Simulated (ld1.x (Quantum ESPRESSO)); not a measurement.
# Indium: generating and testing a PAW potential

Aim: build the potential from the settings below, then test how well it stands in for the atom: other configurations, scattering, ghost states and the plane-wave cutoff that it needs.

Method: ld1.x (Quantum ESPRESSO) 7.5, PBE, scalar-relativistic.

## (1) The design

Typed settings, in words:

```json
{
 "element": "indium (In, Z = 49)",
 "type": "PAW",
 "frozen core": "[Ar] 3d10",
 "valence charge": "21",
 "reference configuration": "4s2 4p6 4d10 5s2 5p1",
 "partial waves": "4s (bound): rcut 1.25, rcutus 1.35 bohr; 5s (bound): rcut 1.25, rcutus 1.35 bohr; 4p (bound): rcut 1.20, rcutus 1.60 bohr; 5p (bound): rcut 1.20, rcutus 1.60 bohr; 4d (bound): rcut 0.80, rcutus 1.10 bohr; 4d channel at -1 Ry: rcut 0.80, rcutus 1.10 bohr; 4f channel at 0.5 Ry: rcut 1.45, rcutus 1.55 bohr; 4f channel at 1.05 Ry: rcut 1.45, rcutus 1.55 bohr",
 "local potential": "all-electron potential smoothed inside 1.35 bohr (lloc = -1)",
 "core correction": "a·sin(br)/r model core inside 0.65 bohr",
 "augmentation charge": "PSQ, radius 0.75 bohr"
}
```

An earlier all-electron run gives the scale for the radii.

All-electron outer shells of the reference configuration (PBE, scalar-relativistic, ld1.x):

```json
{"shell": "3p", "level (eV)": "-649.14", "outermost node (bohr)": "0.14", "outermost maximum (bohr)": "0.31"}
{"shell": "3d", "level (eV)": "-432.71", "outermost node (bohr)": "–", "outermost maximum (bohr)": "0.26"}
{"shell": "4s", "level (eV)": "-119.66", "outermost node (bohr)": "0.41", "outermost maximum (bohr)": "0.77"}
{"shell": "4p", "level (eV)": "-78.13", "outermost node (bohr)": "0.42", "outermost maximum (bohr)": "0.82"}
{"shell": "4d", "level (eV)": "-18.62", "outermost node (bohr)": "0.40", "outermost maximum (bohr)": "0.94"}
{"shell": "5s", "level (eV)": "-8.21", "outermost node (bohr)": "1.02", "outermost maximum (bohr)": "2.16"}
{"shell": "5p", "level (eV)": "-2.52", "outermost node (bohr)": "1.14", "outermost maximum (bohr)": "2.85"}
```

## (2) Generation

In.in

```
 &input
   title='In', zed=49., rel=1, dft='PBE', iswitch=3,
   config='[Kr] 4d10 4f-2 5s2 5p1',
   nld=4, rlderiv=1.75, eminld=-11.0, emaxld=5.0, deld=0.04
 /
 &inputp
   pseudotype=3, lpaw=.true., tm=.true., lloc=-1, rcloc=1.35,
   nlcc=.true., rcore=0.65,
   which_augfun='PSQ', rmatch_augfun=0.75,
   file_pseudopw='In.UPF', file_wfcaegen='ae.wfc', file_wfcncgen='nc.wfc', file_beta='beta', file_chi='chi', file_wfcusgen='us.wfc'
 /
8
4S  1  0   2.00   0.00  1.25  1.35  0.0
5S  2  0   2.00   0.00  1.25  1.35  0.0
4P  2  1   6.00   0.00  1.20  1.60  0.0
5P  3  1   1.00   0.00  1.20  1.60  0.0
4D  3  2  10.00   0.00  0.80  1.10  0.0
4D  3  2   0.00  -1.00  0.80  1.10  0.0
4F  4  3  -2.00   0.50  1.45  1.55  0.0
4F  4  3  -2.00   1.05  1.45  1.55  0.0
 &test
   configts(1)='4s2 4p6 4d10 5s2 5p1'
 /
```

On the command line:

```
ld1.x < In.in > In.out
```

Output in In.out (without the banner and most projector matrices):

```text
     Program LD1 v.7.5
     --------------------------- All-electron run ----------------------------

     In
     scalar relativistic calculation

     atomic number is 49.00
     dft =PBE   lsd =0 sic =0 latt =0  beta=0.20 tr2=1.0E-14
     Exchange-correlation= PBE
                           (   1   4   3   4   0   0   0)
     mesh =1241 r(mesh) = 100.30140 a.u. xmin = -7.00 dx = 0.01250
     1 Ry =  13.60569312 eV, c = 137.03599908

     n l     nl                  e(Ry)          e(Ha)          e(eV)
     1 0     1S 1( 2.00)     -2039.9100     -1019.9550    -27754.3892
     2 0     2S 1( 2.00)      -305.4337      -152.7169     -4155.6374
     2 1     2P 1( 6.00)      -274.1375      -137.0687     -3729.8300
     3 0     3S 1( 2.00)       -57.9587       -28.9793      -788.5681
     3 1     3P 1( 6.00)       -47.7106       -23.8553      -649.1352
     4 0     4S 1( 2.00)        -8.7948        -4.3974      -119.6592
     4 1     4P 1( 6.00)        -5.7424        -2.8712       -78.1300
     3 2     3D 1(10.00)       -31.8038       -15.9019      -432.7123
     4 2     4D 1(10.00)        -1.3688        -0.6844       -18.6233
     5 0     5S 1( 2.00)        -0.6035        -0.3017        -8.2110
     5 1     5P 1( 1.00)        -0.1851        -0.0926        -2.5185

     final scf error:  6.5E-15 reached in  26 iterations

     Etot =  -11763.278081 Ry,   -5881.639040 Ha, -160047.551690 eV

     Ekin =   12261.098761 Ry,    6130.549381 Ha,  166820.747093 eV
     Encl =  -28443.021702 Ry,  -14221.510851 Ha, -386987.024767 eV
     Eh   =    4737.642377 Ry,    2368.821188 Ha,   64458.908302 eV
     Exc  =    -318.997517 Ry,    -159.498758 Ha,   -4340.182318 eV

     normalization and overlap integrals

     s(1S/1S) =  1.000000  <r> =   0.0297  <r2> =    0.0012  r(max) =   0.0192
     s(2S/2S) =  1.000000  <r> =   0.1285  <r2> =    0.0195  r(max) =   0.1090
     s(2P/2P) =  1.000000  <r> =   0.1122  <r2> =    0.0154  r(max) =   0.0870
     s(3S/3S) =  1.000000  <r> =   0.3486  <r2> =    0.1390  r(max) =   0.3153
     s(3P/3P) =  1.000000  <r> =   0.3471  <r2> =    0.1399  r(max) =   0.3075
     s(4S/4S) =  1.000000  <r> =   0.8480  <r2> =    0.8143  r(max) =   0.7658
     s(4P/4P) =  1.000000  <r> =   0.9218  <r2> =    0.9725  r(max) =   0.8152
     s(3D/3D) =  1.000000  <r> =   0.3243  <r2> =    0.1250  r(max) =   0.2581
     s(4D/4D) =  1.000000  <r> =   1.1828  <r2> =    1.6828  r(max) =   0.9354
     s(5S/5S) =  1.000000  <r> =   2.6097  <r2> =    7.8334  r(max) =   2.1612
     s(5P/5P) =  1.000000  <r> =   3.7447  <r2> =   16.6771  r(max) =   2.8453

     ------------------------ End of All-electron run ------------------------

     --------------------- Generating PAW atomic setup --------------------

      Generating local potential from pseudized AE potential:
      Matching radius rcloc =   1.3500

      Local pseudo, rcloc= 1.361 Estimated cut-off energy=    13.61 Ry

      Computing core charge for nlcc:

       r > 0.65 : true rho core
       r < 0.65 : rho core = a sin(br)/r    a=  20.54  b=   4.26

      Integrated core pseudo-charge :   3.79
      Wfc-us  4S rcutus= 1.361  Estimated cut-off energy=    29.77 Ry
      Wfc-us  5S rcutus= 1.361  Estimated cut-off energy=    59.87 Ry
      Wfc-us  4P rcutus= 1.581  Estimated cut-off energy=    34.70 Ry
      Wfc-us  5P rcutus= 1.581  Estimated cut-off energy=    64.77 Ry
      Wfc-us  4D rcutus= 1.087  Estimated cut-off energy=    95.76 Ry
      Wfc-us  4D rcutus= 1.087  Estimated cut-off energy=    96.60 Ry
      Wfc-us  4F rcutus= 1.542  Estimated cut-off energy=    60.36 Ry
      Wfc-us  4F rcutus= 1.542  Estimated cut-off energy=    61.02 Ry

     Required augmentation: PSQ   radius:    0.750000

     Q pseudized with Bessel functions
     Expected ecutrho=     899.7687 due to l1=  3   l2=  3

     Estimated PAW energy = -658.185333 Ryd

     The PAW screened D coefficients
    13.28126     6.32605     0.00000     0.00000     0.00000     0.00000
     0.00000     0.00000
     6.32605     2.62973     0.00000     0.00000     0.00000     0.00000
     0.00000     0.00000
     0.00000     0.00000    -1.25273     1.44100     0.00000     0.00000
     0.00000     0.00000
     0.00000     0.00000     1.44100     0.52120     0.00000     0.00000
     0.00000     0.00000
     0.00000     0.00000     0.00000     0.00000    -1.08783    -0.78216
     0.00000     0.00000
     0.00000     0.00000     0.00000     0.00000    -0.78216    -0.56228
     0.00000     0.00000
     0.00000     0.00000     0.00000     0.00000     0.00000     0.00000
    -0.14422    -0.14737
     0.00000     0.00000     0.00000     0.00000     0.00000     0.00000
    -0.14737    -0.14900

     The PAW descreened D coefficients (US)
    -0.84521    -1.30851     0.00000     0.00000     0.00000     0.00000
     0.00000     0.00000
    -1.30851    -1.26099     0.00000     0.00000     0.00000     0.00000
     0.00000     0.00000
     0.00000     0.00000     2.38766    -1.07686     0.00000     0.00000
     0.00000     0.00000
     0.00000     0.00000    -1.07686    -2.03999     0.00000     0.00000
     0.00000     0.00000
     0.00000     0.00000     0.00000     0.00000    -1.14688    -0.81884
     0.00000     0.00000
     0.00000     0.00000     0.00000     0.00000    -0.81884    -0.58447
     0.00000     0.00000
     0.00000     0.00000     0.00000     0.00000     0.00000     0.00000
     0.19125     0.22786
     0.00000     0.00000     0.00000     0.00000     0.00000     0.00000
     0.22786     0.26965

     ------------------- End of pseudopotential generation -------------------

     [... the all-electron block is printed once more ...]


     Computing logarithmic derivative in   1.75848
     Computing logarithmic derivative in   1.75848
     Computing the partial wave expansion
     R is outside the sphere for l=    0 j= 0.00
     R is outside the sphere for l=    0 j= 0.00
     R is outside the sphere for l=    1 j= 0.00
     R is outside the sphere for l=    1 j= 0.00
     R is outside the sphere for l=    2 j= 0.00
     R is outside the sphere for l=    2 j= 0.00
     R is outside the sphere for l=    3 j= 0.00
     R is outside the sphere for l=    3 j= 0.00

     ---------------------- Testing the pseudopotential ----------------------

     In
     scalar relativistic calculation

     atomic number is 49.00   valence charge is 21.00
     dft = SLA  PW   PBX  PBC   lsd =0 sic =0 latt =0  beta=0.20 tr2=1.0E-14
     mesh =1241 r(mesh) = 100.30140 xmin = -7.00 dx = 0.01250

     n l     nl             e AE (Ry)        e PS (Ry)    De AE-PS (Ry)
     1 0     4S   1( 2.00)       -8.79479       -8.79486        0.00007
     2 1     4P   1( 6.00)       -5.74245       -5.74252        0.00007
     3 2     4D   1(10.00)       -1.36879       -1.36885        0.00006
     2 0     5S   1( 2.00)       -0.60349       -0.60349       -0.00001
     3 1     5P   1( 1.00)       -0.18511       -0.18509       -0.00001

     eps = 5.5E-15  iter =  9

     Etot =  -11763.278081 Ry,   -5881.639040 Ha, -160047.551690 eV
     Etotps =  -658.188626 Ry,    -329.094313 Ha,   -8955.112460 eV

     Ekin =     500.015098 Ry,     250.007549 Ha,    6803.051981 eV
     Encl =   -1163.510298 Ry,    -581.755149 Ha,  -15830.364056 eV
     Ehrt =     324.304099 Ry,     162.152049 Ha,    4412.382048 eV
     Ecxc =    -318.997525 Ry,    -159.498763 Ha,   -4340.182434 eV
     (Ecc =      -8.916861 Ry,      -4.458431 Ha,    -121.320079 eV)

     ---------------------- End of pseudopotential test ----------------------
```

It took 2.8 s on 1 thread of Neoverse-V2, shared host. (Generation and the later configuration tests together.)

Partial waves on a coarse radial grid (AE all-electron, PS pseudo):

```tsv
r (bohr)	5p AE	5p PS	4d AE	4d PS
0.080	0.0837	0.0223	-0.1854	0.0040
0.160	-0.0536	0.0856	-0.4657	0.0305
0.240	-0.1349	0.1799	-0.4904	0.0958
0.320	-0.1010	0.2900	-0.2958	0.2048
0.400	-0.0084	0.3988	-0.0054	0.3505
0.480	0.0897	0.4897	0.2899	0.5158
0.560	0.1649	0.5495	0.5429	0.6785
0.640	0.2078	0.5698	0.7365	0.8178
0.720	0.2193	0.5490	0.8698	0.9195
0.800	0.2048	0.4909	0.9495	0.9789
0.880	0.1712	0.4044	0.9862	1.0007
0.960	0.1250	0.3007	0.9904	0.9948
1.040	0.0713	0.1917	0.9713	0.9716
1.120	0.0141	0.0873	0.9363	0.9363
1.200	-0.0436	-0.0058	0.8913	0.8913
1.280	-0.1001	-0.0845	0.8405	0.8405
1.360	-0.1539	-0.1495	0.7868	0.7868
1.440	-0.2044	-0.2038	0.7324	0.7324
1.520	-0.2510	-0.2510	0.6788	0.6788
1.600	-0.2937	-0.2937	0.6271	0.6271
1.680	-0.3323	-0.3323	0.5777	0.5777
1.760	-0.3670	-0.3670	0.5311	0.5311
1.840	-0.3979	-0.3979	0.4874	0.4874
1.920	-0.4252	-0.4252	0.4467	0.4467
2.000	-0.4492	-0.4492	0.4090	0.4090
2.080	-0.4701	-0.4701	0.3741	0.3741
```

[end of part 1 of 2]
